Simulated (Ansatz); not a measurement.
What does this script print? It uses the Python package of Ansatz (0.2.0).

The script, `mopd_drho.py`:
```python
# -*- coding: utf-8 -*-
from dataclasses import dataclass

import ansatz
import numpy as np


@dataclass(frozen=True)
class RunConfig:
    xc: str = "lda"
    occupations: str = "Gaussian"
    sigma: float = 0.2
    scf_tol: float = 1e-05
    ecut: int = 460
    kmesh: tuple[int, ...] = (12, 12, 6)


opts = RunConfig()

vectors0 = np.array([
    [2.793896, 0.0, 0.0],
    [-1.396948, 2.419585, 0.0],
    [0.0, 0.0, 4.566371],
])
sites = [
    ("Mo", (2 / 3, 1 / 3, 0.5)),
    ("Pd", (1 / 3, 2 / 3, 0.0)),
]


def build(cell):
    crystal = ansatz.Crystal(lattice=ansatz.Lattice.of(cell))
    for symbol, position in sites:
        crystal = crystal.atom(symbol, position)
    return crystal

def solve(crystal):
    return (
        crystal.calculation()
        .functional(opts.xc)
        .occupations(opts.occupations, width=opts.sigma)
        .scf(tolerance=opts.scf_tol)
        .basis(opts.ecut, grid_basis="typed")
        .kpoints(*opts.kmesh)
        .density()
        .run(threads=1)
    )


whole = solve(build(vectors0))
difference = whole.density().channels[0].density_e_per_ang3.copy()
binding = whole.report["free_energy_ev"]
for element in ["Mo", "Pd"]:
    part = ansatz.Crystal(lattice=ansatz.Lattice.of(vectors0))
    for symbol, position in sites:
        if symbol == element:
            part = part.atom(symbol, position)
    alone = solve(part)
    difference -= alone.density().channels[0].density_e_per_ang3
    binding -= alone.report["free_energy_ev"]
    print(f"{element} sublattice: {alone.report['n_electrons']:g} electrons, {alone.report['n_iterations']} iterations")

voxel = abs(np.linalg.det(vectors0)) / difference.size
print(f"energy of the crystal less its unpolarised sublattices: {binding / len(sites):.4f} eV/atom")
print(f"net charge of the difference {difference.sum() * voxel:.5f} e, charge rearranged {0.5 * np.abs(difference).sum() * voxel:.3f} e")
print(f"extremes {difference.min():.4f} and {difference.max():.4f} e/A^3")
for (symbol, position) in sites:
    index = tuple(int(round(p * n)) % n for p, n in zip(position, difference.shape))
    print(f"  change of the pseudo-density at the grid point nearest {symbol}: {difference[index]:+.4f} e/A^3")
profile = difference.mean(axis=(0, 1))
print("planar mean along the third vector:", np.round(profile[:: max(len(profile) // 12, 1)], 4))
```

```console
$ python mopd_drho.py
Mo sublattice: 14 electrons, 6 iterations
Pd sublattice: 18 electrons, 6 iterations
energy of the crystal less its unpolarised sublattices: -2.2849 eV/atom
net charge of the difference 0.00000 e, charge rearranged 0.406 e
extremes -0.5100 and 0.2530 e/A^3
  change of the pseudo-density at the grid point nearest Mo: -0.0212 e/A^3
  change of the pseudo-density at the grid point nearest Pd: +0.0255 e/A^3
planar mean along the third vector: [ 0.027  -0.0239 -0.0213  0.0182  0.0341  0.0186 -0.0129 -0.0213 -0.0099
 -0.0213 -0.0129  0.0186  0.0341  0.0182 -0.0213 -0.0239]
```

Reading the output:
- These settings explore the input space; cutoff and mesh may be short of convergence.
- For a metal this k-point mesh is coarse: on a finer one energies can move by several to tens of meV an atom and pressures by half a GPa or more, differences at one mesh by less.
- The fields are valence quantities on the plane-wave grid; their values near the nuclei depend on the potentials.
- This cell is a computed structure, which may not be the phase found in nature.
- Charge moved counts every rearrangement, bonding and polarisation too, and is no transfer between atoms; the bare sublattices are artificial references. Values near the nuclei depend on the potentials.
- The whole script took 11 s on 1 thread of Arm Neoverse N1, with other jobs on the host, peak memory 0.39 GiB.
